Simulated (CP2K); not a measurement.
Runs of CP2K 2026.2 on Ta. The cell holds a slab with vacuum, 5 atoms: a = 2.860 Å, b = 2.860 Å, c = 24.341 Å, α = 90.00°, β = 90.00°, γ = 109.47°. The slab is cut from a database's or a generator's crystal, which needn't be the stable form of the element.

| potentials or basis | basis sets | potentials | ADDED_MOS | gap on the mesh (eV) | largest force (eV/Å) | work function (eV) |
| --- | --- | --- | --- | --- | --- | --- |
| POTENTIAL_UZH Ta GTH-PBE-q13; TZVP-MOLOPT-PBE-GTH basis | Ta TZVP-MOLOPT-PBE-GTH-q13 | Ta GTH-PBE-q13 of POTENTIAL_UZH | [31] | none | 0.43 | (b) |
| POTENTIAL_UZH Ta GTH-PBE-q13; TZV2P-MOLOPT-PBE-GTH basis | Ta TZV2P-MOLOPT-PBE-GTH-q13 | Ta GTH-PBE-q13 of POTENTIAL_UZH | [31] | none | 0.42 | 5.00 |
| GTH_POTENTIALS Ta GTH-PBE-q13; SZV-MOLOPT-SR-GTH basis | Ta SZV-MOLOPT-SR-GTH-q13 | Ta GTH-PBE-q13 of GTH_POTENTIALS | [17] | none | 0.62 | 2.77 |
| GTH_POTENTIALS Ta GTH-PBE-q13; DZVP-MOLOPT-SR-GTH basis | Ta DZVP-MOLOPT-SR-GTH-q13 | Ta GTH-PBE-q13 of GTH_POTENTIALS | [31] | none | 0.42 | 5.00 |
| POTENTIAL_UZH Ta GTH-PBE-q13; DZVP-MOLOPT-PBE-GTH basis | Ta DZVP-MOLOPT-PBE-GTH-q13 | Ta GTH-PBE-q13 of POTENTIAL_UZH | [31] | none | 0.42 | 5.00 |
| GTH_POTENTIALS Ta GTH-PBE-q13; TZVP-MOLOPT-SR-GTH basis | Ta TZVP-MOLOPT-SR-GTH-q13 | Ta GTH-PBE-q13 of GTH_POTENTIALS | [31] | none | (a) | 4.85 |
| POTENTIAL_UZH Ta GTH-PBE-q13; ccGRB-D basis | Ta ccGRB-D-q13 | Ta GTH-PBE-q13 of POTENTIAL_UZH | [31] | none | 0.42 | 4.77 |

Alike in all rows: task work function; level PBE; no spin polarisation; cell as given; k mesh 8 × 8 × 1; smearing fermi-dirac 0.05 eV.

Task: Estimate the missing entries.

Result: (a) 0.45; (b) 5.01.

Caveats: the basis of atomic orbitals isn't converged, which shifts pressures, moduli and gaps; a minimal basis gives rough bond lengths, pressures and levels (some runs).

A k mesh can miss the band edges, and the runs leave out spin-orbit coupling on Ta.

A gap of «none» marks a metal or a gap under the smearing width.
